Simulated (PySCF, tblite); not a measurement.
**C5H16N2Si: geometry, infrared bands and NMR shifts**

Wanted: the infrared bands and NMR shifts of C5H16N2Si (`CCCN(CC)N[SiH3]`), by calculation.

Computed with tblite 0.8.0 and PySCF 2.14.0, with density-fitted response routines of our own, on a single molecule in the gas phase. Atoms count from 0, in the outputs and in this text.

## 1. The starting structure

24 atoms, charge 0, multiplicity 1; geometry from: force field or distance geometry start.

Bonds of the start (Å): C0–C1 1.50, C1–C2 1.49, C2–N3 1.38, N3–C4 1.40, C4–C5 1.52, N3–N6 1.38, N6–Si7 1.79, C0–H8 1.14, C0–H9 1.09, C0–H10 1.10, C1–H11 1.13, C1–H12 1.12, C2–H13 1.13, C2–H14 1.15, C4–H15 1.15, C4–H16 1.10, C5–H17 1.10, C5–H18 1.09, C5–H19 1.12, N6–H20 1.02, Si7–H21 1.46, Si7–H22 1.47, Si7–H23 1.47.

## 2. Relaxing the molecule with GFN2-xTB

The job: settings as JSON, then the geometry in Å.

```
{"job": {"kind": "relax", "xc": "GFN2-xTB", "basis": "xTB"}, "charge": 0, "multiplicity": 1}
C     -2.393700    -0.629400    -0.124600
C     -1.792700     0.736800    -0.314300
C     -0.352600     0.662700    -0.693300
N      0.565100     0.073400     0.156200
C      0.594700    -1.295200     0.445000
C      0.972900    -2.207000    -0.709100
N      1.755100     0.770300     0.200500
Si     1.584900     2.369800     0.992800
H     -3.463700    -0.598000    -0.525800
H     -1.920100    -1.423700    -0.697500
H     -2.469800    -0.939100     0.925400
H     -1.977900     1.369900     0.600400
H     -2.349000     1.177300    -1.175300
H     -0.299300     0.301000    -1.763300
H     -0.030600     1.761300    -0.803400
H      1.439900    -1.467700     1.206100
H     -0.267900    -1.759700     0.938400
H      0.298000    -2.158000    -1.576200
H      2.017100    -2.144600    -1.012200
H      0.846900    -3.235400    -0.275900
H      2.555000     0.289500     0.623800
H      2.448900     2.373600     2.175000
H      0.193600     2.623600     1.403900
H      2.033300     3.368600     0.010900
```

On the command line:

```console
> OMP_NUM_THREADS=1 python probes_run.py task.json out
```

This one command runs all jobs of the session in turn.

**Question.** This job is followed by: GFN2-xTB harmonic vibrations, gas phase; GIAO PBE0/pcSseg-1 NMR shielding, non-relativistic, gas phase. Predict these results of the whole session: strongest single infrared mode (GFN2-xTB); zero-point energy (GFN2-xTB); ¹³C shifts against TMS (PBE0/pcSseg-1); ¹H shifts against TMS (PBE0/pcSseg-1, means over atoms taken as alike); ¹⁵N shifts against NH3 (PBE0/pcSseg-1); ²⁹Si shifts against TMS (PBE0/pcSseg-1).

As calculated:

```
                                                              quantity                                         value
                             strongest single infrared mode (GFN2-xTB)                         2162 cm⁻¹, 397 km/mol
                                          zero-point energy (GFN2-xTB)                                128.0 kcal/mol
                                ¹³C shifts against TMS (PBE0/pcSseg-1)               61.7, 58.8, 25.0, 13.3, 4.8 ppm
¹H shifts against TMS (PBE0/pcSseg-1, means over atoms taken as alike)  4.77, 3.08, 2.49, 1.56, 1.22, 1.17, 0.92 ppm
                                ¹⁵N shifts against NH3 (PBE0/pcSseg-1)                                87.1, 71.7 ppm
                               ²⁹Si shifts against TMS (PBE0/pcSseg-1)                                     -56.1 ppm
```

In words: The optimisation took 291 steps and gained 1.464 eV; among the close pairs (by a distance rule), N6–Si7 changed most, from 1.793 to 1.715 Å. All 66 modes are real, so the xTB geometry is a minimum. The strongest single mode, at 2162 cm⁻¹, moves mainly H23. GFN2-xTB is a fitted tight-binding method: band positions and strengths are rough. Its intensities can rank the bands wrongly. At PBE0/pcSseg-1: The largest span, 156 ppm, is at N6, where the paramagnetic term is -127 ppm.
